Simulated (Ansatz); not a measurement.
# SnO: the cost of one run

Program: Ansatz 0.2.0. Level of theory: DFT PBE+D3(BJ), scalar-relativistic, plane waves, PAW. These are calculated values, not measurements.

3 further runs of the same task are left out: 1 that didn't finish, 2 set aside as unsound or not needed.

### 1 Starting point

It takes space group P4/nmm (No. 129, tetragonal). Conventional cell: a = 3.802 Å, b = 3.802 Å, c = 4.836 Å, α = 90.00°, β = 90.00°, γ = 90.00°. Sn (site symmetry 4mm) is surrounded by 4 O at 2.22 Å. O (site symmetry -4m2) is surrounded by 4 Sn at 2.22 Å.

Coordinates:

```cif
data_structure
_symmetry_space_group_name_H-M 'P 1'
_symmetry_Int_Tables_number 1
_cell_length_a 3.8020
_cell_length_b 3.8020
_cell_length_c 4.8360
_cell_angle_alpha 90.000
_cell_angle_beta 90.000
_cell_angle_gamma 90.000
_cell_volume 69.91
loop_
_atom_site_label
_atom_site_type_symbol
_atom_site_fract_x
_atom_site_fract_y
_atom_site_fract_z
_atom_site_occupancy
Sn1 Sn 0.00000 0.50000 0.23850 1
Sn2 Sn 0.50000 0.00000 0.76150 1
O1 O 0.00000 0.00000 0.00000 1
O2 O 0.50000 0.50000 0.00000 1
```

Source of the structure: the Crystallography Open Database.

### 8 Setting up the map

Atoms count from 1 in the order of the input.

The upper layer of a bilayer is slid over the lower one; relaxed at each slide: nothing; the origin of the map has Sn5 above Sn4; the distance between the facing planes is held at 4.40 Å.

First coordinate, slide of the upper layer along the first cell vector, from Sn5 above Sn4: 8 values from 0.000 to 0.875, periodic. Second coordinate, slide of the upper layer along the second cell vector, from Sn5 above Sn4: 8 values from 0.000 to 0.875, periodic.

Nothing else is relaxed. Points are written as (first, second).

The two vectors of the plane (Å): (3.820, 0.000, 0.000); (0.000, 3.820, 0.000).

(The set-up runs are not shown.)

### 9 The run at (2/8, 2/8) of the map's two axes

Input file input.yaml:

```yaml
crystal:
  lattice:
    - [3.8201708766, 0.0, 0.0]
    - [0.0, 3.8201708766, 0.0]
    - [0.0, 0.0, 22.2260720666]
  atoms:
    - { symbol: Sn, position: [0.5, 0.0, 0.2024649244] }
    - { symbol: O, position: [0.0, 0.0, 0.2556240257] }
    - { symbol: O, position: [0.5, 0.5, 0.2556240257] }
    - { symbol: Sn, position: [0.0, 0.5, 0.308783127] }
    - { symbol: Sn, position: [0.25, 0.75, 0.5067488308] }
    - { symbol: O, position: [0.75, 0.75, 0.5599079321] }
    - { symbol: O, position: [0.25, 0.25, 0.5599079321] }
    - { symbol: Sn, position: [0.75, 0.25, 0.6130670334] }
basis:
  ecutwfc: 420
kpoints:
  mp_grid: { grid: [7, 7, 1] }
hamiltonian:
  xc: pbe
  pseudopotentials: { kind: paw, azcp: { folder: soft_1 } }
  dispersion: d3bj
scf:
  occupations: { method: gaussian, width: 0.05 }
output:
  forces: true
  eigenvalues: true
  write_density: true
  write_potential: true
  elf: true
  volumetric_format: npy
efield:
  axis: 3
  dipole_correction: true
  ramp_width: 0.04
```

On the command line:

```
ansatz run input.yaml --threads 1 --pin off --max-ram 3072MiB --backend cpu --events-out ev --progress --plain --runs-dir out
```

Q: Estimate wall time and peak memory on 1 thread of Arm Neoverse N1, shared host.

About 61 s, with a peak of 0.5 GiB.
